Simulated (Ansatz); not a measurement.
# GaC2: the cost of one run

Computed with Ansatz 0.2.0 (DFT PBE, scalar-relativistic, plane waves, PAW, unless a step's input says otherwise).

## (1) The structure to begin with

It takes space group C2/m (No. 12, monoclinic). Conventional cell: a = 4.994 Å, b = 2.814 Å, c = 3.483 Å, α = 90.00°, β = 91.70°, γ = 90.00°. Ga (site symmetry 2/m) has 6 C at 1.96 to 1.99 Å as nearest neighbours. C (site symmetry m) is surrounded by 3 Ga at 1.96 to 1.99 Å and 2 C at 2.01 Å.

Cell or atoms stand a little off a more symmetric structure (P-3m1 at a tolerance of 0.3 Å), so results at this geometry aren't those of that ideal crystal.

Coordinates:

```cif
data_structure
_symmetry_space_group_name_H-M 'P 1'
_symmetry_Int_Tables_number 1
_cell_length_a 2.8659
_cell_length_b 2.8659
_cell_length_c 3.4828
_cell_angle_alpha 91.484
_cell_angle_beta 91.484
_cell_angle_gamma 58.800
_cell_volume 24.46
loop_
_atom_site_label
_atom_site_type_symbol
_atom_site_fract_x
_atom_site_fract_y
_atom_site_fract_z
_atom_site_occupancy
Ga1 Ga 0.00000 0.00000 0.00000 1
C1 C 0.31769 0.31769 0.68403 1
C2 C 0.68231 0.68231 0.31597 1
```

The cell is invented: 5-, 6-connected net, elements by coordination (C2/m, No. 12). The dimensions are guesses.

## (2) The guess as it stands, on a coarse mesh

Contents of input.yaml:

```yaml
crystal:
  lattice:
    - [2.49684283, -1.40689491, 0.0]
    - [2.49684283, 1.40689491, 0.0]
    - [-0.1034987, 0.0, 3.48122057]
  atoms:
    - { symbol: Ga, position: [0.0, 0.0, 0.0] }
    - { symbol: C, position: [0.317687, 0.317687, 0.68403202] }
    - { symbol: C, position: [0.682313, 0.682313, 0.31596798] }
basis:
  ecutwfc: 420
kpoints:
  mp_grid: { grid: [8, 8, 6] }
hamiltonian:
  xc: pbe
scf:
  occupations: { method: gaussian, width: 0.1 }
  lower_state_search: "off"
output:
  forces: true
  stress: true
  eigenvalues: true
```

The run is started by

```bash
$ ansatz run input.yaml --threads 1 --pin off --max-ram 2560MiB --backend cpu --events-out ev --progress --plain --runs-dir out
```

What time and memory should one allow on 1 thread of Arm Neoverse V2, shared host?

About 2.3 s, with a peak of 0.31 GiB.
